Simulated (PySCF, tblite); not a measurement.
**C4H11FO2Si: geometry, infrared bands and NMR shifts**

Aim: predict the infrared bands and NMR shifts of C4H11FO2Si (`CO[SiH](OC)[C@H](C)F`).

Computed with tblite 0.8.0 and PySCF 2.14.0, with density-fitted response routines of our own, on a single molecule in the gas phase. Atoms are numbered from 0 throughout.

**1. Starting geometry**

19 atoms, charge 0, multiplicity 1; geometry from: force field or distance geometry start.

Bonds of the start (Å): C0–O1 1.38, O1–Si2 1.72, Si2–O3 1.71, O3–C4 1.41, Si2–C5 1.86, C5–C6 1.51, C5–F7 1.38, C0–H8 1.11, C0–H9 1.10, C0–H10 1.13, Si2–H11 1.46, C4–H12 1.10, C4–H13 1.11, C4–H14 1.11, C5–H15 1.10, C6–H16 1.11, C6–H17 1.12, C6–H18 1.10.

**2. Geometry optimisation with GFN2-xTB**

What the job is given:

```
{"job": {"kind": "relax", "xc": "GFN2-xTB", "basis": "xTB"}, "charge": 0, "multiplicity": 1}
C     -1.891800     1.894200     0.038000
O     -0.932900     1.165500    -0.626200
Si    -0.138200    -0.000200     0.349400
O     -0.059600    -1.447000    -0.563800
C     -1.241300    -2.165900    -0.299000
C      1.570600     0.629000     0.731400
C      2.596400    -0.184100    -0.026000
F      1.775700     0.591900     2.098500
H     -1.467700     2.888400     0.290000
H     -2.285400     1.438200     0.963700
H     -2.716400     2.093600    -0.707100
H     -0.827200    -0.299700     1.606200
H     -2.107500    -1.704500    -0.801600
H     -1.119000    -3.222500    -0.628500
H     -1.367800    -2.144400     0.805100
H      1.620900     1.680500     0.406100
H      2.518100    -0.029600    -1.123400
H      2.437300    -1.261900     0.243100
H      3.625900     0.087800     0.267000
```

On the command line:

```console
$ OMP_NUM_THREADS=1 python probes_run.py task.json out
```

The driver reads the jobs from task.json and runs them one after another.

**Question.** This job is followed by: GFN2-xTB harmonic vibrations, gas phase; GIAO PBE0/pcSseg-1 NMR shielding, non-relativistic, gas phase. Predict these results of the whole session: strongest single infrared mode (GFN2-xTB); zero-point energy (GFN2-xTB); 13C shifts against TMS (PBE0/pcSseg-1); 1H shifts against TMS (PBE0/pcSseg-1, means over atoms taken as alike); 17O shifts against H2O (PBE0/pcSseg-1); 29Si shifts against TMS (PBE0/pcSseg-1); 19F shifts against CFCl3 (PBE0/pcSseg-1); surface potential, 1st and 99th percentile.

The runs gave:

| quantity | value |
| --- | --- |
| strongest single infrared mode (GFN2-xTB) | 2238 cm⁻¹, 255 km/mol |
| zero-point energy (GFN2-xTB) | 93.0 kcal/mol |
| 13C shifts against TMS (PBE0/pcSseg-1) | 91.5, 52.6, 52.5, 18.6 ppm |
| 1H shifts against TMS (PBE0/pcSseg-1, means over atoms taken as alike) | 4.80, 4.78, 4.01, 3.85, 1.37 ppm |
| 17O shifts against H2O (PBE0/pcSseg-1) | 20.9, 18.4 ppm |
| 29Si shifts against TMS (PBE0/pcSseg-1) | -34.9 ppm |
| 19F shifts against CFCl3 (PBE0/pcSseg-1) | -260.8 ppm |
| surface potential, 1st and 99th percentile | -1.14 V and 0.83 V |

Relaxing lowered the energy by 1.088 eV in 196 steps; the close pair that moved most is Si2–O3, from 1.713 to 1.613 Å. No mode is imaginary among the 51: a minimum at this level. The strongest single mode, at 2238 cm⁻¹, moves mainly H11. Unscaled tight-binding wavenumbers are off by several per cent, some by more. Its intensities can rank the bands wrongly. C5 (sp3 CH bonded to F and Si) lies farthest downfield among carbon, at 91.5 ppm; pulled downfield by the heteroatom. The most deshielded hydrogen is H15 (hydrogen on an sp3 CH bonded to F and Si), at 4.80 ppm: its carbon carries F, an electronegative neighbour.
